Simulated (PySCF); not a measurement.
# The bond of IrI, level by level

The task here is to estimate one member of a computed series from the others.

Method: Ir def2-TZVPP with ECP60, I def2-TZVPP with ECP28, scalar-relativistic core potentials; program: PySCF 2.14.0.

Set-up of the first run:

A driver script around PySCF takes these settings:

* atoms: Ir, I
* charge: 0
* basis: Ir def2-TZVPP with ECP60, I def2-TZVPP with ECP28
* Hamiltonian: scalar-relativistic core potentials
* basis functions: 106
* electrons treated: 42
* masses in u: 192.9629, 126.9045
* levels: PBE0, PBE, r²SCAN, revPBE, LDA, BP86, B97-3, CAM-B3LYP, HF, MP2, SCS-MP2
* grid: 80 radial by 434 angular points
* occupations: held fixed by the projection of orbital angular momentum
* dissociation limit: Ir + I, each in its ground configuration
* starting distance in angstrom: 2.495
* values of 2S to try: 0, 2, 4, 6

On the command line:

```sh
$ OMP_NUM_THREADS=2 python dia.py task.json out
```

Steps of the session up to this table: The job; First curve: PBE0; Other states along the same grid; PBE (GGA); r²SCAN (meta-GGA); revPBE (GGA); LDA; BP86; B97-3; CAM-B3LYP; UHF.

One of the session's tables, all rows but one given; the rest of the session is left out.

It belongs to the step «The curves together». Energy (eV) from each level's lowest point:

| R (Å) | UHF | UHF-MP2 | UHF-SCS-MP2 | LDA | PBE |
| --- | --- | --- | --- | --- | --- |
| 2.126 | 2.099 | 1.099 | 1.267 | 1.063 | 1.329 |
| 2.225 | 1.096 | 0.405 | 0.511 | 0.373 | 0.544 |
| 2.324 | 0.491 | 0.080 | 0.131 | 0.063 | 0.147 |
| 2.398 | 0.223 | 0.000 | 0.015 | 0.000 | 0.022 |
| 2.472 | 0.068 | 0.018 | 0.000 | 0.036 | 0.000 |
| 2.546 | 0.000 | 0.105 | 0.059 | 0.141 | 0.051 |
| 2.645 | 0.006 | 0.294 | 0.215 | 0.351 | 0.194 |
| 2.769 | ? | ? | ? | ? | ? |
| 2.917 | 0.334 | 1.010 | 0.872 | 1.107 | 0.791 |
| 3.115 | 0.669 | 1.549 | 1.403 | 1.666 | 1.258 |

Q: Estimate the row for R (Å) = 2.769 from the others.

Worked estimate for «UHF». A straight line through the neighbours (2.645, 0.006) and (2.917, 0.334) gives 0.006 + (0.334 − 0.006) × (2.769 − 2.645) / (2.917 − 2.645) = 0.156; a parabola fitted to 4 rows on both sides gives 0.133.

**Answer.** UHF: 0.116; UHF-MP2: 0.600; UHF-SCS-MP2: 0.488; LDA: 0.679; PBE: 0.444. In «UHF» the line misses by +0.040 and the parabola by +0.017.
